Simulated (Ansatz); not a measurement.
# C9H12S: a ladder of functionals and wavefunction methods

An exercise on one series of results from a longer session: the logs are not shown, and one member is left open.

Computed with Ansatz 0.2.0, Gaussian basis. Level: functionals in def2-TZVPP, the program's frozen cores in correlated methods.

The runs, in order: LDA (SPW92), PBE-D4, revPBE-D4, BLYP-D4, r2SCAN-D4, B97M-V, PBE0-D4, B3LYP-D4, r2SCANh-D4, r2SCAN0-D4, HSE06-D4, BHLYP-D4, CAM-B3LYP-D4, LC-ωPBE, ωB97X-V, ωB97M-V, B2PLYP, PBE-QIDH; CCSD(T)/def2-SVP; CCSD(T)/def2-TZVPP; MP2/def2-QZVPP; extrapolation to the limit; RPA on PBE.

### The geometry

The geometry comes from an earlier relaxation with PBE0-D4 in a triple-zeta def2 set; it is a stationary point, not always the lowest conformer.

SMILES `CCSCc1ccccc1`, 22 atoms, charge 0, spin multiplicity 1.

Atoms are counted from 1 here; the program's logs count them from 0.

Bond lengths: C1–C2 1.517 Å, C1–H11 1.092 Å, C1–H12 1.090 Å, C1–H13 1.094 Å, C2–S3 1.810 Å, C2–H14 1.093 Å, C2–H15 1.093 Å, S3–C4 1.813 Å, C4–C5 1.496 Å, C4–H16 1.093 Å, C4–H17 1.093 Å, C5–C6 1.389 Å, C5–C10 1.393 Å, C6–C7 1.388 Å, C6–H18 1.085 Å, C7–C8 1.385 Å, C7–H19 1.084 Å, C8–C9 1.390 Å and more. Angles: C2–C1–H11 110.6°, C2–C1–H12 111.6°, C2–C1–H13 110.2°, H11–C1–H12 108.0°, H11–C1–H13 108.2°, H12–C1–H13 108.2°, C1–C2–S3 115.0°, C1–C2–H14 111.5°, C1–C2–H15 110.5°, S3–C2–H14 107.9°, S3–C2–H15 104.8°, H14–C2–H15 106.6°, C2–S3–C4 101.7°, S3–C4–C5 114.8°, S3–C4–H16 103.8°, S3–C4–H17 108.9°, C5–C4–H16 111.0°, C5–C4–H17 110.5° and more.

Coordinates:

```xyz
22
charge 0, multiplicity 1
C     0.0723   -2.3812   -0.0101
C    -0.4782   -2.0418   -1.3826
S     0.5612   -0.9388   -2.3731
C    -0.0742    0.6905   -1.8957
C     0.0480    1.0108   -0.4391
C    -1.0869    1.1179    0.3552
C    -0.9808    1.3743    1.7155
C     0.2669    1.5341    2.2951
C     1.4073    1.4392    1.5066
C     1.2976    1.1775    0.1527
H     1.0637   -2.8304   -0.0941
H     0.1568   -1.4951    0.6188
H    -0.5847   -3.0967    0.4939
H    -1.4738   -1.5947   -1.3160
H    -0.5821   -2.9460   -1.9875
H     0.5132    1.3869   -2.4998
H    -1.1143    0.7737   -2.2197
H    -2.0663    0.9938   -0.0959
H    -1.8764    1.4487    2.3218
H     0.3539    1.7337    3.3569
H     2.3869    1.5666    1.9532
H     2.1899    1.0769   -0.4561
```

Set-up of the first run:

Input file in.yaml:

```yaml
crystal:
  periodic: [false, false, false]
  atoms:
    - {symbol: C, position_ang: [0.072327, -2.381206, -0.010102]}
    - {symbol: C, position_ang: [-0.478171, -2.041786, -1.382592]}
    - {symbol: S, position_ang: [0.561191, -0.938843, -2.373114]}
    - {symbol: C, position_ang: [-0.074206, 0.690537, -1.895710]}
    - {symbol: C, position_ang: [0.048023, 1.010804, -0.439091]}
    - {symbol: C, position_ang: [-1.086859, 1.117930, 0.355204]}
    - {symbol: C, position_ang: [-0.980759, 1.374271, 1.715514]}
    - {symbol: C, position_ang: [0.266900, 1.534118, 2.295093]}
    - {symbol: C, position_ang: [1.407268, 1.439198, 1.506598]}
    - {symbol: C, position_ang: [1.297621, 1.177534, 0.152718]}
    - {symbol: H, position_ang: [1.063662, -2.830438, -0.094114]}
    - {symbol: H, position_ang: [0.156778, -1.495087, 0.618843]}
    - {symbol: H, position_ang: [-0.584707, -3.096749, 0.493940]}
    - {symbol: H, position_ang: [-1.473845, -1.594655, -1.316021]}
    - {symbol: H, position_ang: [-0.582092, -2.946036, -1.987456]}
    - {symbol: H, position_ang: [0.513211, 1.386948, -2.499849]}
    - {symbol: H, position_ang: [-1.114292, 0.773694, -2.219704]}
    - {symbol: H, position_ang: [-2.066263, 0.993835, -0.095901]}
    - {symbol: H, position_ang: [-1.876434, 1.448715, 2.321756]}
    - {symbol: H, position_ang: [0.353865, 1.733676, 3.356854]}
    - {symbol: H, position_ang: [2.386896, 1.566602, 1.953221]}
    - {symbol: H, position_ang: [2.189878, 1.076932, -0.456100]}
basis:
  gaussian: {orbitals: def2-TZVPP}
hamiltonian: {xc: lda}
output: {orbitals: {seedname: orbitals}}
```

The run is started by

```
$ ansatz run in.yaml --threads 5 --pin off --events-out ev --progress --plain --max-ram 66560MiB --backend cuda --devices 0, --max-vram 37GiB
```

Among the steps run: LDA; PBE-D4 (GGA); revPBE-D4 (GGA); BLYP-D4 (GGA); r2SCAN-D4 (meta-GGA); B97M-V (meta-GGA); PBE0-D4 (hybrid); B3LYP-D4 (hybrid); r2SCANh-D4 (hybrid); r2SCAN0-D4 (hybrid); HSE06-D4 (hybrid); BHLYP-D4 (hybrid); CAM-B3LYP-D4 (range-separated); LC-ωPBE (range-separated); ωB97X-V (range-separated); ωB97M-V (range-separated); B2PLYP (double hybrid); PBE-QIDH (double hybrid).

One of the session's tables, all rows but one given; the rest of the session is left out.

It belongs to the step «Frontier levels by functional». 

| functional | HOMO (eV) | gap (eV) |
| --- | --- | --- |
| LDA (SPW92) | -5.19 | 3.58 |
| PBE-D4 | -5.06 | 3.70 |
| revPBE-D4 | -5.01 | 3.74 |
| BLYP-D4 | -4.91 | 3.71 |
| r2SCAN-D4 | -5.28 | 4.09 |
| B97M-V | -5.40 | 4.27 |
| PBE0-D4 | -6.24 | 5.77 |
| B3LYP-D4 | -6.02 | 5.37 |
| r2SCANh-D4 | -5.72 | 4.86 |
| r2SCAN0-D4 | -6.39 | 6.01 |
| HSE06-D4 | -5.84 | 5.00 |
| BHLYP-D4 | -7.29 | 7.85 |
| CAM-B3LYP-D4 | -7.56 | 8.17 |
| LC-ωPBE | -8.92 | 10.55 |
| ωB97X-V | ? | ? |
| ωB97M-V | -8.44 | 9.94 |

Q: Estimate the row for ωB97X-V from the others.

The run gave: HOMO (eV): -8.58; gap (eV): 10.18. In the column «HOMO (eV)» it lies between LC-ωPBE (-8.92) and ωB97M-V (-8.44).
